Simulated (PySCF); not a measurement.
# CH5F3GaN: the cost of one run

Programs: PySCF 2.14.0, with density-fitted response routines of our own. Each step states its level of theory. These are calculated values for one molecule in the gas phase, unless marked as measured. Atoms count from 0, in the outputs and in this text.

## Step 1: The starting structure

11 atoms, charge 0, multiplicity 1; geometry from: GFN2-xTB. The atoms were then displaced at random by about 0.01 Å, so the start is not that level's minimum.

Bonds of the start (Å): N0–Ga1 2.16, Ga1–C2 2.04, C2–F3 1.28, C2–F4 1.40, C2–F5 1.39, N0–H6 1.02, N0–H7 1.03, N0–H8 1.00, Ga1–H9 1.56, Ga1–H10 1.54.

## Step 2: Optimising the geometry at PBE0-D3(BJ)/def2-SVP

The job: settings as JSON, then the geometry in Å.

```
{"job": {"xc": "PBE0", "basis": "def2-SVP", "d3": "d3bj", "grid": 1, "shake": 0.01, "kind": "geom"}, "charge": 0, "multiplicity": 1}
N      1.444140    -0.316690    -0.293140
Ga    -0.057990     1.041360     0.467000
C     -1.574510    -0.261310     0.056780
F     -2.846420    -0.321070     0.184140
F     -1.286490    -0.527660    -1.283540
F     -1.063470    -1.387830     0.698100
H      2.388050     0.061490    -0.240930
H      1.238350    -0.488570    -1.284550
H      1.385390    -1.173250     0.229180
H      0.350170     1.128850     1.966720
H      0.060900     2.218830    -0.515410
```

Started as:

```console
$ OMP_NUM_THREADS=1 python probes_run.py task.json out
```

One launch serves the whole session: the jobs run in the order shown.

Q: Estimate the wall time and peak memory of this first job on 1 thread of Arm Neoverse V2, shared host.

About 54 s, with a peak of 0.53 GiB.
